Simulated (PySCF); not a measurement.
# C6H8OS: the cost of one run

Computed with PySCF 2.14.0 and routines of our own; the level stands in each step. Atoms count from 0.

## 1. The starting structure

16 atoms, charge 0, multiplicity 1; geometry from: GFN2-xTB.

## 2. Circular dichroism and optical rotation: TDDFT PBE0/def2-SVPD

The job: settings as JSON, then the geometry in Å.

```
{"job": {"kind": "ecd", "xc": "PBE0", "basis": "def2-SVPD", "nstates": 12}, "charge": 0, "multiplicity": 1}
O      0.321258     2.683571     0.815312
S      0.339070     1.325598     1.366993
C      1.658389     0.464157     0.450289
C      1.414411    -0.485139    -0.435809
C      0.007233    -0.897500    -0.720166
C     -0.752137    -1.087768     0.612357
C     -1.057703     0.405016     0.556621
C     -0.843541     0.372121    -0.950738
H      2.642990     0.832294     0.685464
H      2.215404    -0.967147    -0.980799
H     -0.057153    -1.693124    -1.459647
H     -1.644091    -1.703665     0.508431
H     -0.163105    -1.435707     1.459732
H     -1.989751     0.792186     0.962914
H     -1.760588     0.169078    -1.500222
H     -0.338285     1.234974    -1.382143
```

With the program's defaults for keys left out, this is: TDDFT PBE0/def2-SVPD circular dichroism and optical rotation, one conformer, gas phase.

On the command line:

```
$ OMP_NUM_THREADS=1 python excited_run.py task.json out
```

The driver reads the jobs from task.json and runs them one after another.

Q: Estimate the wall time and peak memory of this first job on 1 thread of Arm Neoverse V1, shared host.

About 1.8 min, with a peak of 0.95 GiB.
